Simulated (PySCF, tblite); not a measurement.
**C₅H₁₀BO₃−: geometry, infrared bands and NMR shifts**

Aim: predict the infrared bands and NMR shifts of C₅H₁₀BO₃− (`C=CCO[BH-]1OCCO1`).

Programs: tblite 0.8.0 and PySCF 2.14.0, with density-fitted response routines of our own. Each step states its level of theory. These are calculated values for one molecule in the gas phase, unless marked as measured. Atoms count from 0, in the outputs and in this text.

## Step 1: The molecule as given

19 atoms, charge -1, multiplicity 1; geometry from: force field or distance geometry start.

Bonds of the start (Å): C0–C1 1.36, C1–C2 1.47, C2–O3 1.38, O3–B4 1.48, B4–O5 1.46, O5–C6 1.39, C6–C7 1.52, C7–O8 1.39, O8–B4 1.46, C0–H9 1.08, C0–H10 1.08, C1–H11 1.10, C2–H12 1.10, C2–H13 1.12, B4–H14 1.20, C6–H15 1.11, C6–H16 1.13, C7–H17 1.12, C7–H18 1.10.

## Step 2: Relaxing the molecule with GFN2-xTB

Job settings and geometry (Å):

```
{"job": {"kind": "relax", "xc": "GFN2-xTB", "basis": "xTB"}, "charge": -1, "multiplicity": 1}
C      3.638700    -0.995500    -0.320900
C      2.776500    -0.147100     0.301000
C      1.565200     0.256500    -0.430700
O      0.382700    -0.089000     0.198300
B     -0.782700     0.352200    -0.598400
O     -1.666400    -0.803300    -0.704300
C     -2.649200    -0.615700     0.255600
C     -2.767600     0.894300     0.406100
O     -1.528300     1.417600     0.063500
H      3.326900    -1.290300    -1.316300
H      4.541000    -1.339800     0.154700
H      2.994000     0.199500     1.324800
H      1.612500    -0.208600    -1.427200
H      1.502400     1.370100    -0.571900
H     -0.382500     0.734800    -1.663000
H     -3.618100    -1.015700    -0.124000
H     -2.394900    -1.090800     1.243800
H     -2.962300     1.194500     1.464000
H     -3.597800     1.185400    -0.247400
```

Launch:

```
> OMP_NUM_THREADS=1 python probes_run.py task.json out
```

The driver reads the jobs from task.json and runs them one after another.

**Question.** This job is followed by: GFN2-xTB harmonic vibrations, gas phase; GIAO PBE0/pcSseg-1 NMR shielding, non-relativistic, gas phase. Predict these results of the whole session: strongest single infrared mode (GFN2-xTB); zero-point energy (GFN2-xTB); ¹³C shifts against TMS (PBE0/pcSseg-1, means over atoms taken as alike); ¹H shifts against TMS (PBE0/pcSseg-1, means over atoms taken as alike); ¹⁷O shifts against H2O (PBE0/pcSseg-1, means over atoms taken as alike); ¹¹B shifts against BF3·OEt2 (PBE0/pcSseg-1).

The runs gave:

| quantity | value |
| --- | --- |
| strongest single infrared mode (GFN2-xTB) | 1072 cm⁻¹, 470 km/mol |
| zero-point energy (GFN2-xTB) | 91.4 kcal/mol |
| ¹³C shifts against TMS (PBE0/pcSseg-1, means over atoms taken as alike) | 164.9, 105.8, 71.9, 69.1 ppm |
| ¹H shifts against TMS (PBE0/pcSseg-1, means over atoms taken as alike) | 6.69, 4.85, 4.51, 4.35, 4.09, 3.83, 3.16 ppm |
| ¹⁷O shifts against H2O (PBE0/pcSseg-1, means over atoms taken as alike) | 65.2, 51.5 ppm |
| ¹¹B shifts against BF3·OEt2 (PBE0/pcSseg-1) | 4.3 ppm |

Over 141 steps the energy fell by 0.546 eV; of the close pairs, B4–O8 changed most, 1.459 to 1.513 Å. No mode is imaginary among the 51: a minimum at this level. The strongest single mode, at 1072 cm⁻¹, moves mainly H14. GFN2-xTB is a fitted tight-binding method: band positions and strengths are rough. Its intensities can rank the bands wrongly. At PBE0/pcSseg-1: The largest span, 246 ppm, is at C1, where the paramagnetic term is -232 ppm.
